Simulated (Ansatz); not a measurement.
Wanted: the native input for an Ansatz 0.2.0 run.

* Task: relaxation of cell and atoms
* Functional: PBEsol
* Potentials or basis: Ansatz PAW
* Cutoff: 420 eV (not typed: the program's choice for these potentials)
* k mesh: 6 × 6 × 6
* Occupations: fermi-dirac, width 0.05 eV
* Spin: no spin polarisation

Crystal: In3As.

```xyz
4
Lattice="4.6717 0.0000 0.0000 0.0000 4.6717 0.0000 0.0000 0.0000 4.6717" Properties=species:S:1:pos:R:3 pbc="T T T"
In    2.3358    2.3358    0.0000
In    2.3358    0.0000    2.3358
In    0.0000    2.3358    2.3358
As    0.0000    0.0000    0.0000
```

The cell comes from a database or a generator and needn't be the stable form of this composition.

One way to write it, as run:

input.yaml

```yaml
crystal:
  lattice:
    - [4.671681, 0.0, 0.0]
    - [0.0, 4.671681, 0.0]
    - [0.0, 0.0, 4.671681]
  atoms:
    - { symbol: In, position: [0.5, 0.5, 0.0] }
    - { symbol: In, position: [0.5, 0.0, 0.5] }
    - { symbol: In, position: [0.0, 0.5, 0.5] }
    - { symbol: As, position: [0.0, 0.0, 0.0] }
hamiltonian:
  xc: pbesol
  pseudopotentials: { kind: paw }
kpoints:
  mp_grid: { grid: [6, 6, 6] }
scf:
  occupations: { method: fermi_dirac, width: 0.05 }
output:
  forces: true
  stress: true
  eigenvalues: true
relax:
  f_tol: 0.01
  max_steps: 40
  cell: { stress_tol: 0.05 }
```

Potentials or basis: Ansatz PAW.

Launch:

```bash
$ ansatz run input.yaml --threads 2 --pin off --max-ram 5632MiB --backend cpu --events-out ev --progress --plain --runs-dir out
```

Results of the run:

| Item | Value |
| --- | --- |
| Relaxed volume | 24.15 Å³/atom |
| Relaxed cell | a = 4.588 Å, b = 4.588 Å, c = 4.588 Å, α = 90.00°, β = 90.00°, γ = 90.00° |
| Space group after relaxing (to 0.05 Å) | Pm-3m (No. 221) |
| Energy gained by relaxing | 10.7 meV/atom |
| Ionic steps | 4 |
| Pressure after relaxing | 0.0 GPa |
| Band gap on the k mesh | none (metal or under the smearing width) |

Caveat: the plane-wave basis is chosen anew once the cell has moved, so the energies of steps on either side of that aren't comparable; the PAW data sets come from PBE, with cores solved anew for the run's functional, which leaves a small shift of forces and pressure.

It took 7.8 s on 2 threads of Arm Neoverse V2 (shared host), peak memory 0.4 GiB.
